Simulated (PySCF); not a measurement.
# C8H16O (3,3-dimethylcyclohexanol): the cost of one run

Programs: PySCF 2.14.0, with routines of our own; each step states its level. All values are computed. Atoms count from 0.

## 1. The system as given

25 atoms, charge 0, multiplicity 1; geometry from: GFN2-xTB.

## 2. Geometry optimisation at PBE0-D3(BJ)/def2-SVP

The job: settings as JSON, then the geometry in Å.

```
{"job": {"xc": "PBE0", "basis": "def2-SVP", "d3": "d3bj", "grid": 2, "kind": "geom"}, "charge": 0, "multiplicity": 1}
C     -1.285008     0.856523     1.177042
C     -0.925279     0.077119    -0.090423
C     -2.175132     0.003115    -0.974718
C     -0.472662    -1.350345     0.250465
C      0.878877    -1.395964     0.958065
C      1.947513    -0.700013     0.124641
C      1.550268     0.743675    -0.168900
O      2.563277     1.306389    -0.982946
C      0.190798     0.784605    -0.872500
H     -2.092103     0.355154     1.707088
H     -1.618027     1.860358     0.920831
H     -0.438392     0.941593     1.851125
H     -1.969272    -0.543542    -1.892313
H     -2.981659    -0.503440    -0.449172
H     -2.515164     1.001479    -1.241423
H     -1.230853    -1.830467     0.872914
H     -0.397130    -1.920492    -0.678629
H      0.807552    -0.919649     1.937396
H      1.165279    -2.437058     1.120349
H      2.076673    -1.216184    -0.828179
H      2.908351    -0.707703     0.640476
H      1.497422     1.306460     0.777446
H      2.288753     2.190004    -1.250327
H     -0.094313     1.825359    -1.055557
H      0.309294     0.297169    -1.843616
```

Command:

```
> OMP_NUM_THREADS=1 python excited_run.py task.json out
```

The driver reads the jobs from task.json and runs them one after another.

Q: Estimate the wall time and peak memory of this first job on 1 thread of Arm Neoverse V1, shared host.

About 95 s, with a peak of 0.93 GiB.
